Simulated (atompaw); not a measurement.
**Gd: generating and testing a PAW (atompaw) potential**

Aim: build the potential from the settings below, then test how well it stands in for the atom: scattering, ghost states and the plane-wave cutoff that it needs.

The numbers are computed with atompaw 4.2.0.5 (PBE, non-relativistic, spin-unpolarised reference atom).

### 1 The atom and the settings

The settings as typed:

| Quantity | Value |
| --- | --- |
| element | gadolinium (Gd, Z = 64) |
| type | PAW |
| frozen core | [Xe] |
| valence charge | 10 |
| reference configuration | 4f7 5d0 6s0 6p0 (charge +3) |
| partial waves | 6s (bound, empty); 6s channel at -0.5 Ry; 6p (bound, empty); 6p channel at 0.65 Ry; 5d (bound, empty); 5d channel at -0.9 Ry; 4f (bound); 4f channel at -2.1 Ry |
| local potential | vpsmatchnc scheme with l = 4 at 0 Ry, radius 2.45 bohr |
| core correction | smooth core density matched at 2.40 bohr |
| augmentation charge | besselshape compensation charge, radius 2.60 bohr; PAW radius 3.00 bohr; waves and projectors: bloechl |

### 2 The generation run

Gd.input reads:

```
Gd 64
GGA-PBE loggrid 2001 logderivrange -5 5 251
6 6 5 4 0 0
6 0 0
6 1 0
5 2 0
4 3 7
0 0 0
c
c
c
c
c
v
c
c
c
c
v
c
c
v
v
3
3.00 2.60 2.45 2.40
y
-0.5
n
y
0.65
n
y
-0.9
n
y
-2.1
n
bloechl besselshape
4 0 vpsmatchnc
PWSCFOUT
UPFDX 0.0125d0 UPFXMIN -7.d0 UPFZMESH 64.d0
END
```

Started as:

```console
$ atompaw < Gd.input > Gd.log
```

Q: Predict the outcome of this session. Wanted: cutoffs for 10 and 1 mRy, occupied levels; bound ghosts; largest phase difference near zero energy, channels read; lowest eigenvalue of the overlap; share of valence orbitals outside the PAW sphere; UPF file.

As calculated:

| quantity | value |
| --- | --- |
| cutoffs for 10 and 1 mRy, occupied levels | 45 Ry and 60 Ry |
| bound ghosts | s at -58.72 eV, p at -42.82 eV |
| largest phase difference near zero energy, channels read | 0.184 rad |
| lowest eigenvalue of the overlap (Bessel basis) | 0.023 (s) |
| share of valence orbitals outside the PAW sphere | 6s 59 %, 6p 75 %, 5d 13 %, 4f 0 % |
| UPF file | written |

What this shows: A bound ghost (s, p) makes it unfit for use: electrons can fall into a state that the atom doesn't have. It counts as of middling hardness, with 45 Ry needed at the looser tolerance. Near zero energy the largest phase difference among the channels read is 0.18 rad, in the f channel. A non-relativistic atom is unphysical at this Z; the numbers test the scheme, not the element.
